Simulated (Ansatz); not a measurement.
# Sn2Ir: the cost of one run

Program: Ansatz 0.2.0. Level of theory: DFT LDA, scalar-relativistic. These are calculated values, not measurements.

## Step 1: The structure to begin with

It takes space group Fm-3m (No. 225, cubic). The conventional cell has a = 6.338 Å, b = 6.338 Å, c = 6.338 Å, α = 90.00°, β = 90.00°, γ = 90.00°. Sn (site symmetry -43m) has 4 Ir at 2.74 Å as nearest neighbours. Ir (site symmetry m-3m) is surrounded by 8 Sn at 2.74 Å.

Coordinates:

```
Sn Ir
1.0
     0.00000    3.16900    3.16900
     3.16900    0.00000    3.16900
     3.16900    3.16900    0.00000
Sn Ir
2 1
Direct
  0.25000 0.25000 0.25000
  0.75000 0.75000 0.75000
  0.00000 0.00000 0.00000
```

Atoms are numbered in the order of the input: Sn1, Sn2, Ir3.

## Step 2: Volume × 0.96, LAPW

Input file input.yaml:

```yaml
crystal:
  lattice:
    - [0.0, 3.1261704254, 3.1261704254]
    - [3.1261704254, 0.0, 3.1261704254]
    - [3.1261704254, 3.1261704254, 0.0]
  atoms:
    - { symbol: Sn, position: [0.25, 0.25, 0.25] }
    - { symbol: Sn, position: [0.75, 0.75, 0.75] }
    - { symbol: Ir, position: [0.0, 0.0, 0.0] }
kpoints:
  mp_grid: { grid: [10, 10, 10] }
  band_path:
    path:
      - [0.0, 0.0, 0.0]
      - [0.5, 0.0, 0.5]
      - [0.625, 0.25, 0.625]
      - [0.375, 0.375, 0.75]
      - [0.0, 0.0, 0.0]
      - [0.5, 0.5, 0.5]
      - [0.5, 0.25, 0.75]
      - [0.5, 0.0, 0.5]
    npoints: 5
scf:
  occupations: { method: fermi_dirac, width: 0.03 }
hamiltonian:
  xc: lda
  pseudopotentials: { kind: all_electron, lapw: { basis_error: 0.001 } }
output:
  forces: true
  stress: true
  eigenvalues: true
```

On the command line:

```sh
$ ansatz run input.yaml --threads 1 --pin off --max-ram 4096MiB --backend cpu --events-out ev --progress --plain --runs-dir out
```

Q: Estimate wall time and peak memory on 1 thread of Arm Neoverse V2, shared host.

About 45 s, with a peak of 0.54 GiB.
